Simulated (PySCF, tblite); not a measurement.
**C8H9O radical: geometry, infrared bands and EPR parameters**

Aim: predict the infrared bands and EPR parameters of C8H9O radical (`Cc1c[c]c(CO)cc1`).

Programs: tblite 0.8.0 and PySCF 2.14.0, with density-fitted response routines of our own. Each step states its level of theory. These are calculated values for one molecule in the gas phase, unless marked as measured. Atoms count from 0, in the outputs and in this text.

## Step 1: Starting geometry

18 atoms, charge 0, multiplicity 2; geometry from: force field or distance geometry start.

Bonds of the start (Å): C0–C1 1.52, C1–C2 1.39, C2–C3 1.41, C3–C4 1.39, C4–C5 1.51, C5–O6 1.42, C4–C7 1.40, C7–C8 1.40, C8–C1 1.39, C0–H9 1.10, C0–H10 1.09, C0–H11 1.09, C2–H12 1.09, C5–H13 1.09, C5–H14 1.10, O6–H15 0.98, C7–H16 1.09, C8–H17 1.09.

## Step 2: Geometry optimisation with GFN2-xTB

The job: settings as JSON, then the geometry in Å.

```
{"job": {"kind": "relax", "xc": "GFN2-xTB", "basis": "xTB"}, "charge": 0, "multiplicity": 2}
C      2.938100    -0.060700     0.673600
C      1.459500     0.050400     0.360700
C      0.663700     0.937500     1.081600
C     -0.701400     1.067300     0.764400
C     -1.271700     0.294200    -0.239500
C     -2.736200     0.438400    -0.565100
O     -3.405800    -0.798900    -0.400100
C     -0.452500    -0.581900    -0.965600
C      0.904300    -0.710800    -0.664200
H      3.120000     0.145000     1.737000
H      3.298200    -1.068100     0.463100
H      3.485700     0.656400     0.068500
H      1.064000     1.557300     1.882900
H     -2.862500     0.779000    -1.596600
H     -3.210400     1.179400     0.101000
H     -2.931900    -1.298500     0.302100
H     -0.882500    -1.179500    -1.772100
H      1.512700    -1.400100    -1.243300
```

Command:

```sh
$ OMP_NUM_THREADS=1 python probes_run.py task.json out
```

The driver reads the jobs from task.json and runs them one after another.

**Question.** This job is followed by: GFN2-xTB harmonic vibrations, gas phase; UKS B3LYP, pcH-1 on C H O, non-relativistic, mean-field spin-orbit, GIAO. What will the session give for the following? strongest single infrared mode (GFN2-xTB); zero-point energy (GFN2-xTB); g(iso) (B3LYP); ⟨S²⟩; largest a(iso) (averaged by class); potential on the surface of density 0.002 e/bohr³, 1st and 99th percentile.

**Answer**, as computed:

| quantity | value |
| --- | --- |
| strongest single infrared mode (GFN2-xTB) | 356 cm⁻¹, 115 km/mol |
| zero-point energy (GFN2-xTB) | 89.7 kcal/mol |
| g(iso) (B3LYP) | 2.00223 |
| ⟨S²⟩ | 0.757 (exact 0.75) |
| largest a(iso) (averaged by class) | 13C on C3, 379.9 MHz |
| potential on the surface of density 0.002 e/bohr³, 1st and 99th percentile | -1.53 V and 1.85 V |

**Reading.** The optimisation took 105 steps and gained 0.186 eV; among the close pairs (by a distance rule), C2–C3 changed most, from 1.407 to 1.359 Å. The lowest mode is slightly imaginary (10i cm⁻¹), a soft motion within the noise of the Hessian, so the minimum is not strictly shown. The strongest single mode, at 356 cm⁻¹, moves mainly H15. GFN2-xTB is a fitted tight-binding method: band positions and strengths are rough. Its intensities can rank the bands wrongly. C3 carries the largest spin population, 1.01 e. The isotropic g lies 0.1 ppt below the free-electron value. The conformer search found further structures of the same energy, which may be mirror or relabelled copies of this one.
